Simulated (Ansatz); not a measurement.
# SrTa2O5: the cost of one run

Method: DFT PBE, scalar-relativistic, plane waves, PAW, unless a step names another level, in Ansatz 0.2.0.

### Step 1. The system as given

The structure is orthorhombic, space group Cmmm (No. 65). The conventional cell has a = 4.136 Å, b = 12.289 Å, c = 3.975 Å, α = 90.00°, β = 90.00°, γ = 90.00°. Sr (site symmetry mmm) is surrounded by 12 O at 2.77 to 2.87 Å. Around Ta (site symmetry m2m) lie 6 O at 1.99 to 2.18 Å. Around O (site symmetry m2m) lie 2 Ta at 1.99 Å and 2 Sr at 2.83 Å. O (site symmetry mmm) has 2 Ta at 2.04 Å and 4 Sr at 2.87 Å in its first shell of neighbours. Around O (site symmetry m2m) lie 3 Ta at 2.07 to 2.18 Å and 2 Sr at 2.77 Å.

Structure file:

```xyz
8
Lattice="2.0679 -6.1445 0.0000 2.0679 6.1445 0.0000 0.0000 0.0000 3.9752" Properties=species:S:1:pos:R:3 pbc="T T T"
Sr    2.0679    0.0000    0.0000
Ta    2.0679    4.1076    1.9876
Ta    2.0679   -4.1076    1.9876
O     2.0679    4.2090    0.0000
O     2.0679   -4.2090    0.0000
O     0.0000    0.0000    1.9876
O     2.0679    1.9235    1.9876
O     2.0679   -1.9235    1.9876
```

It came out lowest among 18 distinct ends of the trial cells. At a tolerance of 0.05 Å it has space group Cmmm (No. 65).

### Step 2. Tight relaxation for the response runs, on the response runs' mesh and smearing

input.yaml reads:

```yaml
crystal:
  lattice:
    - [2.0679052543, -6.14448164, 0.0]
    - [2.0679052543, 6.14448164, 0.0]
    - [0.0, 0.0, 3.9751848832]
  atoms:
    - { symbol: Sr, position: [0.5, 0.5, 0.0] }
    - { symbol: Ta, position: [0.1657500425, 0.8342499575, 0.5] }
    - { symbol: Ta, position: [0.8342499575, 0.1657500425, 0.5] }
    - { symbol: O, position: [0.1574985255, 0.8425014745, 0.0] }
    - { symbol: O, position: [0.8425014745, 0.1574985255, 0.0] }
    - { symbol: O, position: [0.0, 0.0, 0.5] }
    - { symbol: O, position: [0.3434809619, 0.6565190381, 0.5] }
    - { symbol: O, position: [0.6565190381, 0.3434809619, 0.5] }
basis:
  ecutwfc: 420
kpoints:
  mp_grid: { grid: [8, 8, 8] }
hamiltonian:
  xc: pbe
scf:
  occupations: { method: gaussian, width: 0.1 }
output:
  forces: true
  stress: true
  eigenvalues: true
relax:
  adjacent_minimum: "off"
  f_tol: 0.001
  max_steps: 60
  cell: { stress_tol: 0.01 }
```

The run is started by

```sh
> ansatz run input.yaml --threads 3 --pin off --max-ram 7680MiB --backend cpu --events-out ev --progress --plain --runs-dir out
```

Q: Estimate wall time and peak memory on 3 threads of Arm Neoverse V1, shared host.

About 44 s, with a peak of 0.65 GiB.
